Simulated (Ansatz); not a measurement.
Consider an all-electron equation of state of InP, space group F-43m (the Ansatz DFT code, driven from Python).

`inp.py`
```python
'''E(V) of InP on LAPW.'''

import ansatz as az
from ase.eos import EquationOfState
from ase.units import GPa
import numpy as np

vectors0 = np.array([
    [0.0, 2.9305, 2.9305],
    [2.9305, 0.0, 2.9305],
    [2.9305, 2.9305, 0.0],
])
sites = [
    ('In', [0.0, 0.0, 0.0]),
    ('P', [0.25, 0.25, 0.25]),
]


def make_crystal(cell):
    crystal = az.Crystal(lattice=az.Lattice.of(cell))
    for symbol, position in sites:
        crystal = crystal.atom(symbol, position)
    return crystal

volumes, energies = [], []
for scale in np.linspace(0.92, 1.08, 5):
    cell = vectors0 * scale ** (1 / 3)
    setup = (
        make_crystal(cell).calculation()
        .functional('PBE')
        .occupations('fixed')  # whole-number filling, right only where there is a gap
        .kpoints(6, 6, 6)  # the mesh must be finer for metals
        .pseudopotentials('all_electron', lapw=True)
    )
    r = setup.run(threads=1, pin='off').report
    volumes.append(abs(np.linalg.det(cell)) / len(sites))
    energies.append(r['free_energy_ev'] / len(sites))
    print(f'{scale:.3f} {volumes[-1]:9.4f} A^3/atom {energies[-1]:16.5f} eV/atom  (estimated basis error {1000 * r["lapw_basis_errors"]["total_ev_per_atom"]:.2f} meV/atom)')
v0, e0, bulk = EquationOfState(volumes, energies, eos='birchmurnaghan').fit()
print(f'V0 = {v0:.4f} A^3/atom, B0 = {bulk / GPa:.1f} GPa')
```

Where does the minimum lie against the volume typed, and how stiff is the crystal?

A third-order Birch-Murnaghan fit through the 5 points has its minimum at 26.45 Å³ an atom, 5.1 % above the typed cell, with a bulk modulus of 60 GPa and dB/dP = 4.6. From that minimum the energy rises by 98.2 meV an atom on the compressed side and 3.6 meV on the expanded side. The window is off centre, so dB/dP is rough.

The output:

```console
$ python inp.py
0.920   23.1533 A^3/atom     -84677.61191 eV/atom  (estimated basis error 0.11 meV/atom)
0.960   24.1600 A^3/atom     -84677.66637 eV/atom  (estimated basis error 0.11 meV/atom)
1.000   25.1666 A^3/atom     -84677.69743 eV/atom  (estimated basis error 0.11 meV/atom)
1.040   26.1733 A^3/atom     -84677.70961 eV/atom  (estimated basis error 0.11 meV/atom)
1.080   27.1800 A^3/atom     -84677.70658 eV/atom  (estimated basis error 0.11 meV/atom)
V0 = 26.4490 A^3/atom, B0 = 59.8 GPa
```

All-electron totals depend on functional, relativistic treatment and basis; only differences at equal settings carry meaning. Of the deposited cell: the entry's cell lengths or inner coordinates differ somewhat from later room-temperature determinations. The starting cell is as deposited in a crystallographic database; the results hold for this polymorph, which needn't be the stable one. Wall time of the script: 38 s on 1 thread of Intel(R) Xeon(R) Processor @ 2.30GHz, with other jobs on the host, peak memory 0.43 GiB.
